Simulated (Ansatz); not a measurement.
# HfO2: the cost of one run

Method: DFT r2SCAN, scalar-relativistic, plane waves, PAW, in Ansatz 0.2.0.

2 further runs of the same task are left out: 2 set aside as unsound or not needed.

### 1 The system as given

It takes space group Fm-3m (No. 225, cubic). Conventional cell: a = 5.058 Å, b = 5.058 Å, c = 5.058 Å, α = 90.00°, β = 90.00°, γ = 90.00°. Hf (site symmetry m-3m) has 8 O at 2.19 Å as nearest neighbours. O (site symmetry -43m) has 4 Hf at 2.19 Å as nearest neighbours.

Coordinates:

```cif
data_structure
_symmetry_space_group_name_H-M 'P 1'
_symmetry_Int_Tables_number 1
_cell_length_a 3.5768
_cell_length_b 3.5768
_cell_length_c 3.5768
_cell_angle_alpha 60.000
_cell_angle_beta 60.000
_cell_angle_gamma 60.000
_cell_volume 32.36
loop_
_atom_site_label
_atom_site_type_symbol
_atom_site_fract_x
_atom_site_fract_y
_atom_site_fract_z
_atom_site_occupancy
Hf1 Hf 0.00000 0.00000 0.00000 1
O1 O 0.25000 0.25000 0.25000 1
O2 O 0.75000 0.75000 0.75000 1
```

It is the result of an earlier relaxation at this level (volume 10.79 Å³/atom; gap on the mesh: 4.30 eV).

### 2 The reference: the undisturbed cell on the scan's mesh

input.yaml

```yaml
crystal:
  lattice:
    - [0.0, 2.5291609829, 2.5291609829]
    - [2.5291609829, 0.0, 2.5291609829]
    - [2.5291609829, 2.5291609829, 0.0]
  atoms:
    - { symbol: Hf, position: [0.0, 0.0, 0.0] }
    - { symbol: O, position: [0.25, 0.25, 0.25] }
    - { symbol: O, position: [0.75, 0.75, 0.75] }
basis:
  ecutwfc: 500
kpoints:
  mp_grid: { grid: [8, 8, 8] }
hamiltonian:
  xc: r2scan
scf:
  occupations: { method: gaussian, width: 0.05 }
output:
  forces: true
  stress: true
  eigenvalues: true
```

The run is started by

```sh
$ ansatz run input.yaml --threads 2 --pin off --max-ram 5120MiB --backend cpu --events-out ev --progress --plain --runs-dir out
```

What time and memory should one allow on 2 threads of Intel Xeon at 2.50GHz (Skylake/Cascade Lake), shared host?

About 6.6 s, with a peak of 0.42 GiB.
